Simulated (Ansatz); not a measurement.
# C₂H₉BO: basis-set convergence

An exercise on one series of results from a longer session: the logs are not shown, and one member is left open.

Computed with Ansatz 0.2.0, Gaussian basis. Level: one geometry, several basis sets.

The runs, in order: PBE0-D4/def2-SVP; ωB97M-V/def2-SVP; PBE0-D4/def2-QZVPP; ωB97M-V/def2-QZVPP; the functionals' def2-TZVPP values are taken from earlier runs.

### Structure used throughout

All runs share one geometry, relaxed beforehand with PBE0-D4 in a triple-zeta def2 set.

SMILES `[BH3-][O+](C)C`, 13 atoms, charge 0, spin multiplicity 1.

Atoms are counted from 1 here; the program's logs count them from 0.

Bond lengths: B1–O2 1.631 Å, B1–H5 1.207 Å, B1–H6 1.207 Å, B1–H7 1.215 Å, O2–C3 1.427 Å, O2–C4 1.427 Å, C3–H8 1.086 Å, C3–H9 1.093 Å, C3–H10 1.091 Å, C4–H11 1.086 Å, C4–H12 1.091 Å, C4–H13 1.093 Å. Angles: O2–B1–H5 103.5°, O2–B1–H6 103.5°, O2–B1–H7 104.1°, H5–B1–H6 115.0°, H5–B1–H7 114.4°, H6–B1–H7 114.4°, B1–O2–C3 112.9°, B1–O2–C4 112.9°, C3–O2–C4 112.5°, O2–C3–H8 106.7°, O2–C3–H9 109.8°, O2–C3–H10 108.8°, H8–C3–H9 109.9°, H8–C3–H10 110.8°, H9–C3–H10 110.8°, O2–C4–H11 106.7°, O2–C4–H12 108.8°, O2–C4–H13 109.8° and more.

The first run:

Contents of in.yaml:

```yaml
crystal:
  periodic: [false, false, false]
  atoms:
    - {symbol: B, position_ang: [-0.557129, 1.108033, -0.872179]}
    - {symbol: O, position_ang: [-0.368818, -0.077657, 0.231220]}
    - {symbol: C, position_ang: [0.571805, 0.257323, 1.250016]}
    - {symbol: C, position_ang: [-0.103359, -1.348392, -0.360127]}
    - {symbol: H, position_ang: [-1.434633, 0.689846, -1.587671]}
    - {symbol: H, position_ang: [-0.856033, 2.068426, -0.204998]}
    - {symbol: H, position_ang: [0.530831, 1.188378, -1.407569]}
    - {symbol: H, position_ang: [0.249801, 1.205310, 1.671642]}
    - {symbol: H, position_ang: [1.568588, 0.363331, 0.813148]}
    - {symbol: H, position_ang: [0.562732, -0.526991, 2.008594]}
    - {symbol: H, position_ang: [-0.901802, -1.532920, -1.073269]}
    - {symbol: H, position_ang: [-0.101135, -2.107433, 0.423786]}
    - {symbol: H, position_ang: [0.859551, -1.321952, -0.877596]}
basis:
  gaussian: {orbitals: def2-SVP}
hamiltonian: {xc: pbe0, dispersion: d4}
output: {orbitals: {seedname: orbitals}}
```

The run is started by

```console
$ ansatz run in.yaml --threads 4 --pin off --events-out ev --progress --plain --max-ram 10444MiB
```

Among the steps run: PBE0-D4 in def2-SVP; ωB97M-V in def2-SVP; PBE0-D4 in def2-QZVPP; ωB97M-V in def2-QZVPP.

One table of the session follows, with a row left open; its other results are not shown here.

| functional | basis | HOMO (eV) | LUMO (eV) |
| --- | --- | --- | --- |
| PBE0-D4 | def2-SVP | -7.69 | 1.20 |
| PBE0-D4 | def2-TZVPP | -7.83 | 0.73 |
| PBE0-D4 | def2-QZVPP | -7.84 | 0.40 |
| ωB97M-V | def2-SVP | ? | ? |
| ωB97M-V | def2-TZVPP | -10.20 | 2.25 |
| ωB97M-V | def2-QZVPP | -10.21 | 1.54 |

Q: Estimate the row for ωB97M-V, def2-SVP from the others.

The run gave: HOMO (eV): -10.01; LUMO (eV): 2.96. In the column «HOMO (eV)» it lies between ωB97M-V, def2-TZVPP (-10.20) and PBE0-D4, def2-QZVPP (-7.84).
